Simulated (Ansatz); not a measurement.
**GeH4 (singlet): from Hartree-Fock to the top rungs at scale of all distances = 1.000, 6-31G**

An exercise on one series of results from a longer session: the logs are not shown, and one member is left open.

Computed with Ansatz 0.2.0, Gaussian basis. Level: 6-31G, core rule «outside noble gas», up to 14 orbitals frozen.

The runs, in order: UHF; CCSD(T) on RHF; BCCD(T) on RHF; CISD; CCSDT(Q) on RHF; CCSDTQ on RHF; CASSCF and MRCISD+Q, 2 electrons in 2 orbitals; CASSCF and NEVPT2, 2 electrons in 2 orbitals; CASSCF and MRCISD+Q, 8 electrons in 8 orbitals; CASSCF and NEVPT2, 8 electrons in 8 orbitals; Full CI.

19 further runs of the same task are left out: 1 for a mislabelled method, 1 for a known fault of the program, 11 that didn't finish, 6 set aside as unsound or not needed.

## The system

The geometry derives from a PBE0/def2-TZVP stationary point (not a proven minimum). All distances are scaled together. No spin-orbit coupling is included. The filled d shell of Ge may be among the frozen orbitals whatever the setting's name suggests; the logs give the count.

5 atoms, charge 0, spin multiplicity 1.

Atoms are counted from 1 here; the program's logs count them from 0.

Bond lengths: Ge1–H2 1.534 Å, Ge1–H3 1.534 Å, Ge1–H4 1.534 Å, Ge1–H5 1.534 Å. Angles: H2–Ge1–H3 109.5°, H2–Ge1–H4 109.5°, H2–Ge1–H5 109.5°, H3–Ge1–H4 109.5°, H3–Ge1–H5 109.5°, H4–Ge1–H5 109.5°.

Geometry (Å):

```xyz
5
charge 0, multiplicity 1
Ge    0.0000    0.0000    0.0000
H     0.8843    0.8872    0.8860
H    -0.8879   -0.8840    0.8857
H    -0.8838    0.8845   -0.8892
H     0.8874   -0.8877   -0.8825
```

The first run:

Contents of in.yaml:

```yaml
crystal:
  periodic: [false, false, false]
  atoms:
    - {symbol: Ge, position_ang: [0.000000, 0.000000, 0.000000]}
    - {symbol: H, position_ang: [0.884324, 0.887199, 0.886047]}
    - {symbol: H, position_ang: [-0.887886, -0.884021, 0.885661]}
    - {symbol: H, position_ang: [-0.883825, 0.884513, -0.889224]}
    - {symbol: H, position_ang: [0.887387, -0.887691, -0.882484]}
basis:
  gaussian: {orbitals: 6-31G}
magnetization: {spin_polarized: true, initial_magnetization: 0}
hamiltonian: {xc: hf}
output: {orbitals: {seedname: orbitals}}
```

The run is started by

```console
> ansatz run in.yaml --threads 1 --pin off --events-out ev --progress --plain --max-ram 2393MiB
```

Steps of the session up to this table: UHF; CCSD(T) on RHF; BCCD(T) on RHF; CISD; CCSDT(Q) on RHF; CCSDTQ on RHF; CASSCF and MRCISD+Q, 2 electrons in 2 orbitals; CASSCF and NEVPT2, 2 electrons in 2 orbitals; CASSCF and MRCISD+Q, 8 electrons in 8 orbitals; CASSCF and NEVPT2, 8 electrons in 8 orbitals; Full CI.

One of the session's tables, all rows but one given; the rest of the session is left out.

```
          method  from FCI (meV)
             RHF         +2352.4
            RMP2          +673.4
            CISD          +122.5
           RCCSD           +36.9
        RCCSD(T)           +10.1
         BCCD(T)            +9.9
          RCCSDT            +0.9
       RCCSDT(Q)            +0.2
         RCCSDTQ             0.0
     CASSCF pair         +1942.1
     NEVPT2 pair               ?
     MRCISD pair           +83.1
   MRCISD+Q pair            -7.1
  CASSCF valence          +608.2
  NEVPT2 valence          +168.7
  MRCISD valence           +16.3
MRCISD+Q valence            +8.7
             FCI               0
```

Q: Estimate the row for NEVPT2 pair from the others.

The run gave: from FCI (meV): +578.1. In the column «from FCI (meV)» it lies between NEVPT2 valence (+168.7) and CASSCF valence (+608.2).

Limits of these values: MRCISD+Q pair falls below full CI: the +Q correction isn't variational, and the cores differ from full CI's.
